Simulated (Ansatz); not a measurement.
# BH7SSi2: the cost of one run

Computed with Ansatz 0.2.0, driven from Python. Level of theory: PBE0/def2-TZVPP.

## Step 1: The structure

Bond lengths: B1–Si2 1.887 Å, Si2–Si3 2.207 Å, Si2–S4 2.072 Å, B1–H5 1.175 Å, B1–H6 1.234 Å, Si2–H7 1.482 Å, Si3–H8 1.443 Å, Si3–H9 1.508 Å, Si3–H10 1.484 Å, S4–H11 1.405 Å. Angles (14 of 16 angles, heavy atoms first): B1–Si2–Si3 108.5°, B1–Si2–S4 111.5°, Si3–Si2–S4 108.7°, B1–Si2–H7 108.8°, Si3–Si2–H7 109.1°, S4–Si2–H7 110.1°, Si2–B1–H5 123.8°, Si2–B1–H6 121.5°, Si2–Si3–H8 111.8°, Si2–Si3–H9 111.1°, Si2–Si3–H10 111.1°, Si2–S4–H11 95.0°, H5–B1–H6 114.6°, H8–Si3–H9 105.4°.

No structure file is read: the coordinates are typed or built in the script.

## Step 2: The script

Contents of bh7ssi2.py:

```python
"""Energy to split BH7SSi2 into its atoms."""

from collections import Counter

import ansatz

BASIS_SET = "def2-TZVPP"
XC = "PBE0"


def energy_of(molecule, charge=0, unpaired=0):
    calc = molecule.calculation().basis(gaussian=BASIS_SET).functional(XC)
    if charge:
        calc = calc.charge(charge)
    if unpaired:
        calc = calc.spin("collinear", total=unpaired)
    report = calc.run(threads=1, pin="off").report
    if report["published_state_doubts"]:
        print("  doubts:", report["published_state_doubts"])
    return report["free_energy_ev"]


def main() -> None:
    bh7ssi2 = (
        ansatz.Crystal.molecule()
        .atom("B", (-0.3601, 1.5127, -0.8389))
        .atom("Si", (-0.0658, -0.323, -0.5133))
        .atom("Si", (1.0025, -0.5321, 1.406))
        .atom("S", (-1.8496, -1.3704, -0.3988))
        .atom("H", (-0.0445, 2.3667, -0.0955))
        .atom("H", (-0.9886, 1.8985, -1.828))
        .atom("H", (0.7789, -0.8722, -1.6001))
        .atom("H", (0.2549, 0.0399, 2.5002))
        .atom("H", (2.313, 0.2132, 1.3823))
        .atom("H", (1.2981, -1.9561, 1.7018))
        .atom("H", (-2.2735, -1.0342, -1.695))
    )

    # Hund ground states
    unpaired = {"B": 1, "Si": 2, "S": 2, "H": 1}
    counts = Counter(site.symbol for site in bh7ssi2.cartesian_sites)
    atom_energy = {s: energy_of(ansatz.Crystal.molecule().atom(s, (0, 0, 0)), 0, unpaired[s]) for s in counts}
    whole = energy_of(bh7ssi2, 0, 0)
    for s, e in atom_energy.items():
        print(f"{s:2s} x{counts[s]}  {e:14.5f} eV")
    print(f"BH7SSi2: {whole:.5f} eV")
    split = sum(counts[s] * e for s, e in atom_energy.items()) - whole
    print(f"atomisation energy (no zero-point term): {split:.3f} eV, {split / sum(counts.values()):.3f} eV an atom")


if __name__ == "__main__":
    main()
```

## Step 3: The input behind the calls

The package turns the script's settings into the engine's input (first run):

```yaml
crystal:
  periodic: [false, false, false]
  atoms:
    - { symbol: B, position_ang: [0.0, 0.0, 0.0] }
basis:
  gaussian:
    orbitals: def2-TZVPP
hamiltonian:
  xc: pbe0
magnetization:
  spin_polarized: true
  initial_magnetization: 1.0
```

## Step 4: Running it

Run with:

```
python bh7ssi2.py
```

**Question.** How long does this script take on 1 thread of Intel Xeon Platinum 8259CL at 2.50GHz (Skylake/Cascade Lake), shared host, and how much memory does it need?

About 14 s, with a peak of 0.6 GiB.
